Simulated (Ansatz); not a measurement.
This script for Ansatz 0.2.0, Python API starts 5 runs on CaMg₂, space group P6_3/mmc. What input does the engine get in each?

The script, `kconv.py`:
```python
"""Convergence of CaMg2 with the k-point mesh."""

import csv

import ansatz as az

structure = (
    az.Lattice.from_parameters(3.46829, 3.46829, 16.79852, alpha=90, beta=90, gamma=120)
    .space_group(194)
    .atom("Ca", (1 / 3, 2 / 3, 0.75))
    .atom("Mg", (2 / 3, 1 / 3, 0.57906))
)

calc = (
    structure.calculation()
    .functional("lda")
    .pseudopotentials("paw")
    .occupations(az.OccupationsMethod.FERMI_DIRAC, width=0.1)
    .stress()
)

rows = []
for value in [(3, 3, 1), (5, 5, 1), (6, 6, 1), (7, 7, 2), (9, 9, 2)]:
    rep = calc.kpoints(*value).run(threads=1).report
    rows.append((value, rep["free_energy_ev"] / len(rep["lattice"]["sites"]), rep["n_iterations"], sum(rep["stress_gpa"][i][i] for i in range(3)) / 3, rep["n_kpoints"]))

with open("kconv.csv", "w", newline="") as handle:
    writer = csv.writer(handle)
    writer.writerow(["mesh", "F/atom (eV)", "iterations", "P (GPa)", "k-points"])
    writer.writerows([round(v, 5) if isinstance(v, float) else v for v in row] for row in rows)

# differences from the last row
for row in rows[:-1]:
    shift = 1000 * (row[1] - rows[-1][1])
    print(f"{row[0]}: {shift:+.2f} meV/atom" + ("  (within 1 meV)" if abs(shift) < 1 else ""))
```

Run 1:
```yaml
crystal:
  lattice:
    a: 3.46829
    b: 3.46829
    c: 16.79852
    alpha: 90.0
    beta: 90.0
    gamma: 120.0
  space_group: 194
  atoms:
    - { symbol: Ca, position: [0.3333333333333333, 0.6666666666666666, 0.75] }
    - { symbol: Mg, position: [0.6666666666666666, 0.3333333333333333, 0.57906] }
kpoints:
  mp_grid:
    grid: [3, 3, 1]
hamiltonian:
  xc: lda
  pseudopotentials:
    kind: paw
scf:
  occupations:
    method: fermi_dirac
    width: 0.1
output:
  stress: true
```

Run 2, against run 1:
```diff
-    grid: [3, 3, 1]
+    grid: [5, 5, 1]
```

Run 3, against run 1:
```diff
-    grid: [3, 3, 1]
+    grid: [6, 6, 1]
```

Run 4, against run 1:
```diff
-    grid: [3, 3, 1]
+    grid: [7, 7, 2]
```

Run 5, against run 1:
```diff
-    grid: [3, 3, 1]
+    grid: [9, 9, 2]
```

```console
$ python kconv.py
DeckWarning: basis.ecutwfc = 420 eV, auto-derived from the records' recommended cutoffs: set by Ca (normal level)
(3, 3, 1): +111.94 meV/atom
(5, 5, 1): +8.79 meV/atom
(6, 6, 1): +29.05 meV/atom
(7, 7, 2): -5.77 meV/atom
```
(Warnings from the package without file and line.)

What to keep in mind:
- Pressure is positive in compression.
- The structure comes from a database of computed cells and needn't be a stable or known phase.
- Shifts are counted from the finest mesh, which is itself no proven limit.
- The whole script took 19 s on 1 thread of Arm Neoverse V1, on a shared host, peak memory 0.48 GiB.
